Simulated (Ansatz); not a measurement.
Working through a rigid scan of one bond length of CH4FSSn, SMILES C[S][SnH][F]

Computed with Ansatz 0.2.0 through its Python package.

Run as a notebook:

In [1]:
```python
import warnings

import ansatz as az
import numpy as np
```

In [2]:
```python
warnings.simplefilter("ignore", az.DeckWarning)
```

In [3]:
```python
geometry_ang = [
    ("C", (-0.8224, 0.7007, 0.4654)),
    ("S", (-0.9201, 0.274, -1.3022)),
    ("Sn", (0.9995, -1.1447, -1.1352)),
    ("F", (2.637, -0.069, -0.5825)),
    ("H", (-1.7084, 1.4315, 0.6487)),
    ("H", (-0.9784, -0.1415, 1.0887)),
    ("H", (0.1134, 1.2592, 0.6886)),
    ("H", (0.7715, -2.3674, 0.0728)),
]
ch4fssn = az.Crystal.molecule()
for symbol, xyz in geometry_ang:
    ch4fssn = ch4fssn.atom(symbol, xyz)
```

In [4]:
```python
symbols = [site.symbol for site in ch4fssn.cartesian_sites]
start = np.array([site.position_ang for site in ch4fssn.cartesian_sites])
axis = (start[7] - start[2]) / np.linalg.norm(start[7] - start[2])
moving = [7]
lengths, energies = [1.526, 1.595, 1.664, 1.734, 1.803, 1.873, 1.942, 2.046], []
for length in lengths:
    xyz = start.copy()
    xyz[moving] += (length - np.linalg.norm(start[7] - start[2])) * axis
    point = az.Crystal.molecule()
    for symbol, place in zip(symbols, xyz):
        point = point.atom(symbol, place.tolist())
    setup = point.calculation()
    setup = setup.basis(gaussian="def2-SVP")
    setup = setup.functional("r2scan")
    setup = setup.spin("collinear", total=1)
    data = setup.run(threads=1).report
    energies.append(data["free_energy_ev"])
    print(f"r = {length:6.3f} A  E = {energies[-1]:.5f} eV  <S^2> = {abs(data['mean_field']['state']['spin_squared']):.3f}")

# quartic fit about the minimum
fit = np.polynomial.Polynomial.fit(lengths, np.array(energies) - min(energies), 4).convert()
roots = [r.real for r in fit.deriv().roots() if abs(r.imag) < 1e-9 and fit.deriv(2)(r.real) > 0]
r_e = min(roots, key=lambda r: abs(r - lengths[int(np.argmin(energies))]))
print(f"minimum of the fit at {r_e:.4f} A, force constant {fit.deriv(2)(r_e):.2f} eV/A^2")
```
```text
r =  1.526 A  E = -20478.84679 eV  <S^2> = 0.752
r =  1.595 A  E = -20479.06869 eV  <S^2> = 0.753
r =  1.664 A  E = -20479.19047 eV  <S^2> = 0.753
r =  1.734 A  E = -20479.23660 eV  <S^2> = 0.753
r =  1.803 A  E = -20479.22503 eV  <S^2> = 0.754
r =  1.873 A  E = -20479.17097 eV  <S^2> = 0.755
r =  1.942 A  E = -20479.08814 eV  <S^2> = 0.757
r =  2.046 A  E = -20478.92893 eV  <S^2> = 0.762
minimum of the fit at 1.7512 A, force constant 11.01 eV/A^2
```

What to keep in mind:
- These settings explore the input space; basis and method may be short of convergence.
- The rest of the molecule is held rigid at a force-field or estimated start geometry, and the basis set is modest; single-reference methods fail as a bond breaks.
- def2 sets replace the cores of elements past krypton by effective core potentials.
- The run takes the species as open-shell (spin multiplicity 2), which needn't be its ground state.
- Spin-orbit coupling of the heavy open-shell atom is left out.
- Timing: 94 s on 1 thread of Arm Neoverse V2 (shared host), peak memory 0.28 GiB.
